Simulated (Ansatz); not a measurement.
**Pt (sc type): how the settings move a single-point run**

Aim: see which settings change the result for Pt (sc type), by how much, and at what cost.

Computed with Ansatz 0.2.0 (reference: DFT, LDA, all-electron LAPW, scalar-relativistic, unless a step's input says otherwise).

1 further run of the same task is left out (it didn't finish). Runs told in other sessions of the task aren't counted.

## 1. Starting point

It takes space group Pm-3m (No. 221, cubic). Conventional cell: a = 2.226 Å, b = 2.226 Å, c = 2.226 Å, α = 90.00°, β = 90.00°, γ = 90.00°. Pt (site symmetry m-3m) has 6 Pt at 2.23 Å in its first shell of neighbours.

Structure file:

```cif
data_structure
_symmetry_space_group_name_H-M 'P 1'
_symmetry_Int_Tables_number 1
_cell_length_a 2.2264
_cell_length_b 2.2264
_cell_length_c 2.2264
_cell_angle_alpha 90.000
_cell_angle_beta 90.000
_cell_angle_gamma 90.000
_cell_volume 11.04
loop_
_atom_site_label
_atom_site_type_symbol
_atom_site_fract_x
_atom_site_fract_y
_atom_site_fract_z
_atom_site_occupancy
Pt1 Pt 0.00000 0.00000 0.00000 1
```

## 2. Baseline

input.yaml reads:

```yaml
crystal:
  lattice:
    - [2.2263714162, 0.0, 0.0]
    - [0.0, 2.2263714162, 0.0]
    - [0.0, 0.0, 2.2263714162]
  atoms:
    - { symbol: Pt, position: [0.0, 0.0, 0.0] }
kpoints:
  mp_grid: { grid: [17, 17, 17] }
  band_path:
    path:
      - [0.0, 0.0, 0.0]
      - [0.0, 0.5, 0.0]
      - [0.5, 0.5, 0.0]
      - [0.0, 0.0, 0.0]
      - [0.5, 0.5, 0.5]
      - [0.0, 0.5, 0.0]
      - [0.5, 0.5, 0.5]
      - [0.5, 0.5, 0.0]
    npoints: 8
scf:
  occupations: { method: fermi_dirac, width: 0.1 }
hamiltonian:
  xc: lda
  pseudopotentials: { kind: all_electron, lapw: { basis_error: 0.001 } }
output:
  forces: true
  stress: true
  eigenvalues: true
  populations: true
  dos: { projected: true, de: 0.2, e_range: [-14, 8] }
```

Run with:

```
> ansatz run input.yaml --threads 1 --pin off --max-ram 2048MiB --backend cpu --events-out ev --progress --plain --runs-dir out
```

Excerpt of the output:

```text
[...]
Basis set: ecut = 461.1661918520749 eV, 251 PW (Γ), exchange–correlation at level 2
[...]
k-points: 165 of 4913
[...]
SCF iter   1: F=—  HF=-500675.451228 eV  |F-HF|=—  |Δ(HF+E_count)|=         —  Δρ=3.73e-2  dr2=8.95e-2  ethr=1.86e-4  ⟨swp⟩=3.0  Hψ=30430  notcnv=0
preconditioner: auto → LDOS  [metal: Δε(μ)=0.023 eV  Ē_g=20.878 eV  σ=0.100 eV  W_gap=0.06  n_scr=6 (ndim 8)  ℏωp=35.3 eV  f_vac=0.020  D(μ)=0.63/eV (n_scr^D=6)  β→1.0]
[...]
SCF iter   2: F=—  HF=-500675.346916 eV  |F-HF|=—  |Δ(HF+E_count)|=   1.04e-1  Δρ=5.46e-3  dr2=1.02e-3  ethr=2.13e-6  ⟨swp⟩=2.0  Hψ=24375  notcnv=0
[...]
SCF iter   5: F=—  HF=-500675.324808 eV  |F-HF|=—  |Δ(HF+E_count)|=   1.53e-4  Δρ=2.16e-4  dr2=2.49e-6  ethr=1.44e-7  ⟨swp⟩=2.0  Hψ=13746  notcnv=0
SCF iter   6: F=-500675.324805 eV  HF=-500675.324805 eV  |F-HF|=3.74e-8  |Δ(HF+E_count)|=   2.90e-6  Δρ=1.62e-5  dr2=1.51e-8  ethr=5.19e-9  ⟨swp⟩=2.0  Hψ=13746  notcnv=0
[...]
SCF converged after 6 iterations
Free energy (F): -500675.324805 eV
[...]
E sigma→0 (E₀):  -500675.314305 eV
[...]
Fermi energy:    41.959952 eV
[...]
  P = ⅓ Tr σ = 299.6730 GPa (2996.730 kbar)
[...]
```

It took 32 s on 1 thread of Arm Neoverse V1, shared host; peak memory 0.46 GiB.

## 3. Changed: hubbard.sites [{species: Pt, l: d, u_eff: 3.0}], hubbard.double_counting amf

input.yaml, as its differences from that of step 2:

```diff
@@ -25,2 +25,3 @@
   pseudopotentials: { kind: all_electron, lapw: { basis_error: 0.001 } }
+  hubbard: { sites: [{ species: Pt, l: d, u_eff: 3.0 }], double_counting: amf }
 output:
@@ -30,2 +31 @@
   populations: true
-  dos: { projected: true, de: 0.2, e_range: [-14, 8] }
```

Run with:

```
> ansatz run input.yaml --threads 1 --pin off --max-ram 2048MiB --backend cpu --events-out ev --progress --plain --runs-dir out
```

What it wrote:

```text
Pt: projections on atomic orbitals take those of the free atom 1s2 2s2 2p6 3s2 3p6 3d10 4s2 4p6 4d10 4f14 5s2 5p6 5d9 6s1, of charge +0.00 (hamiltonian.pseudopotentials.projection_atoms)
LAPW: plane waves up to 11.002 Å⁻¹, error target 1.0e-3 eV per atom; small_component_spin mean_spin; Pt in spheres of 1.113 Å, 48 of its electrons in bands, Dirac shells []
Engine: ansatz 0.2.0
Pseudopotentials: kind: all_electron
Pseudopotential: Pt, LAPW, valence charge 48, Koelling and Harmon's equation, gaussian nucleus
Functional definition: SPW92
  exchange = slater_x
  correlation = pw_c
Crystal: 1 atoms, lattice volume = 11.036 Å³
Basis set: ecut = 461.1661918520749 eV, 251 PW (Γ), exchange–correlation at level 2
Bands: 29, of which v1, the nominal top of the filled ones, is band 24 counted from 1 (23 counted from 0)
Symmetry: 48 space group operations
Space group: Pm-3m (ITA 221), of the structure as read, at distance tolerance 2.2e-5 Å
k-points: 165 of 4913
Non-local potential: Pt, projectors of the file, none
Initial density: superposition of atomic densities (chi_scale 0.1, normalization cell)
Initial wavefunctions: plane waves of lowest kinetic energy (no species holds an atomic orbital)
Functional: x = slater, c = lda
iter 1 solved again at ethr=1.86e-4 eV; its pass at ethr=1.00e-1 eV (dr2=8.92e-2 eV) is discarded
SCF iter   1: F=—  HF=-500675.451228 eV  |F-HF|=—  |Δ(HF+E_count)|=         —  Δρ=3.73e-2  dr2=8.95e-2  ethr=1.86e-4  ⟨swp⟩=3.0  Hψ=30430  notcnv=0
preconditioner: auto → LDOS  [metal: Δε(μ)=0.023 eV  Ē_g=20.878 eV  σ=0.100 eV  W_gap=0.06  n_scr=6 (ndim 8)  ℏωp=35.3 eV  f_vac=0.020  D(μ)=0.63/eV (n_scr^D=6)  β→1.0]
iter 2 solved again at ethr=1.99e-6 eV; its pass at ethr=1.86e-4 eV (dr2=9.55e-4 eV) is discarded
SCF iter   2: F=—  HF=-500675.381015 eV  |F-HF|=—  |Δ(HF+E_count)|=   7.02e-2  Δρ=5.27e-3  dr2=9.55e-4  ethr=1.99e-6  ⟨swp⟩=2.1  Hψ=24406  notcnv=0
SCF iter   3: F=—  HF=-500675.365531 eV  |F-HF|=—  |Δ(HF+E_count)|=   1.55e-2  Δρ=2.34e-3  dr2=3.51e-4  ethr=1.99e-6  ⟨swp⟩=3.0  Hψ=14619  notcnv=0
SCF iter   4: F=—  HF=-500675.359034 eV  |F-HF|=—  |Δ(HF+E_count)|=         —  Δρ=8.53e-4  dr2=4.83e-5  ethr=7.31e-7  ⟨swp⟩=2.0  Hψ=13747  notcnv=0
the basis was enlarged: its passes take 236.3 KiB over the memory plan, 1 of 1 planned eigensolver slots
SCF iter   5: F=—  HF=-500675.358872 eV  |F-HF|=—  |Δ(HF+E_count)|=   1.63e-4  Δρ=1.63e-4  dr2=1.55e-6  ethr=1.01e-7  ⟨swp⟩=2.1  Hψ=13758  notcnv=0
SCF iter   6: F=-500675.358869 eV  HF=-500675.358869 eV  |F-HF|=5.37e-8  |Δ(HF+E_count)|=   3.06e-6  Δρ=1.38e-5  dr2=9.26e-9  ethr=3.23e-9  ⟨swp⟩=2.0  Hψ=13753  notcnv=0
SCF 1 converged in 6 iterations: F = -500675.358869 eV  dr2 = 9.26e-9
NSCF: frozen V_eff on 57 k-points
SCF converged after 6 iterations
Free energy (F): -500675.358869 eV
Harris-Foulkes:  -500675.358869 eV  (|F-HF|=5.37e-8)
Internal energy: -500675.338230 eV  (E = F + TS)
E sigma→0 (E₀):  -500675.348549 eV
Entropy (-TS):   -0.020639 eV (-20.639 meV/atom)
Fermi energy:    41.934495 eV
--- Per-component energies (eV) ---
  E_band       = -5667.378875
  E_kinetic    = 568478.634221
  E_xc         = -9423.646286
  E_hubbard    = -0.038288  (on-site DFT+U / exact-exchange correction)
  E_vhub       = -0.076903  (the Hubbard potential's part of the band-sum identity)
  E_electrostatic = -1059730.287877  (all electrons and nuclei)
  E_smearing   = -0.020639  (= −TS)
  E_closure    = 0.000000  (closes the sum)
  E_atoms      = -500671.935187  (free atoms, spherical and without spin; not in F)
  Σ components = -500675.358869   (vs F -500675.358869, Δ=0.00e0)
  Basis errors (estimates in eV, not in F): energy 3.5e-4 per atom: plane waves 3.1e-4 (1.7e-4 summed), levels above the bands 9.2e-105, relativity 3.7e-8, radial functions 4.0e-5, core shells 1.1e-6; eigenvalues (radial functions only) 1.8e-6; not estimated: angular momenta, meshes, grids; target (lapw.basis_error) 1.0e-3; muffin-tin radii Pt 1.113 Å
DFT+U double counting: amf (around mean field; hamiltonian.hubbard.double_counting)
--- Forces (eV/Å), atoms counted from 1 ---
  atom   1  Pt     0.00000000    -0.00000000     0.00000000
  max |Σ_I F_I| component: 1.28e-30 eV/Å
--- Stress (GPa, compression-positive) ---
      299.891786      -0.000000       0.000000
       -0.000000     299.891786       0.000000
        0.000000       0.000000     299.891786
  P = ⅓ Tr σ = 299.8918 GPa (2998.918 kbar)
--- Band table (eV; the first three rows and the last of 165) ---
  k-point 0: bands = ["-474.1433", "-474.1433", "-474.1433", "-262.0876", "-262.0876", "-262.0247", "-262.0247", "-262.0247", "-58.4519", "-26.3282", "-26.3282", "-26.3282", "-26.3082", "-26.3082", "-26.3082", "-26.2446", "-11.6748", "-11.6748", "-11.6748", "28.0355", "30.7227", "30.7227", "42.7474", "42.7474", "42.7474", "59.5488", "59.5488", "59.5488", "68.6062"]
  k-point 1: bands = ["-474.1433", "-474.1433", "-474.1433", "-262.0876", "-262.0876", "-262.0247", "-262.0247", "-262.0247", "-58.4450", "-26.3294", "-26.3279", "-26.3279", "-26.3084", "-26.3078", "-26.3078", "-26.2447", "-11.7586", "-11.6678", "-11.6678", "28.1983", "30.7593", "30.9175", "42.5090", "42.5090", "42.7648", "58.7017", "59.8734", "59.8734", "68.6278"]
  k-point 2: bands = ["-474.1433", "-474.1433", "-474.1433", "-262.0876", "-262.0876", "-262.0248", "-262.0248", "-262.0247", "-58.4250", "-26.3329", "-26.3273", "-26.3273", "-26.3088", "-26.3066", "-26.3066", "-26.2450", "-11.9954", "-11.6479", "-11.6479", "28.6284", "30.8655", "31.5301", "41.8706", "41.8706", "42.8148", "56.8508", "60.7543", "60.7543", "66.0380"]
  k-point 164: bands = ["-474.1433", "-474.1433", "-474.1433", "-262.0874", "-262.0874", "-262.0248", "-262.0248", "-262.0248", "-57.8465", "-26.3533", "-26.3533", "-26.3533", "-26.2886", "-26.2886", "-26.2886", "-26.2566", "-13.3359", "-13.3335", "-13.3335", "31.4888", "31.5520", "31.5520", "46.6405", "46.6405", "48.9198", "55.9769", "56.9443", "56.9443", "68.5103"]
Occupation matrices written to <dir>
--- Löwdin populations: 1 site ---
  site symbol       q [e]
     0     Pt     77.8603
  spilling = 0.001791 (of n_electrons = 78.000000)
```

Run time: 40 s. Hardware: 1 thread of Arm Neoverse V1, shared host; peak memory 0.5 GiB.

Changing the Hubbard U and double counting of the Hubbard term moves the energy by -34.1 meV/atom. The U term adds an energy of its own, so the shift says nothing about which run is better.

## 4. All runs together

| run | ending | energy change | pressure (GPa) | gap (eV) | force (eV/Å) | cycles | time |
| --- | --- | --- | --- | --- | --- | --- | --- |
| reference | converged | 0 | 299.7 | 0.00 | 0.00 | 6 | 32 s |
| 1: hubbard.sites [{species: Pt, l: d, u_eff: 3.0}], hubbard.double_counting amf | converged | -34.1 meV/atom (Hubbard term changed: no physical gain or loss) | 299.9 | 0.00 | 0.00 | 6 | 40 s |

Times don't compare one to one where runs were asked for different outputs or read a saved state (see the inputs); cycles may leave out searches for a lower state.

Residual by cycle in the longest SCF loop of each run; runs are numbered as in the table. The quantity is the density residual dr2, in eV.

| cycle | reference | run 1 |
| --- | --- | --- |
| 1 | 0.0895 | 0.0895 |
| 2 | 0.00102 | 9.6e-4 |
| 3 | 4.2e-4 | 3.5e-4 |
| 4 | 6.9e-5 | 4.8e-5 |
| 5 | 2.5e-6 | 1.5e-6 |
| 6 | 1.5e-8 | 9.3e-9 |

What this shows: Changing the Hubbard U and double counting of the Hubbard term moves the energy by -34.1 meV/atom. The U term adds an energy of its own, so the shift says nothing about which run is better. A changed U is a change of model: its shifts are not errors of convergence. The structure is not at rest: the sound run finds 300 GPa, so these are no properties of the relaxed crystal. 
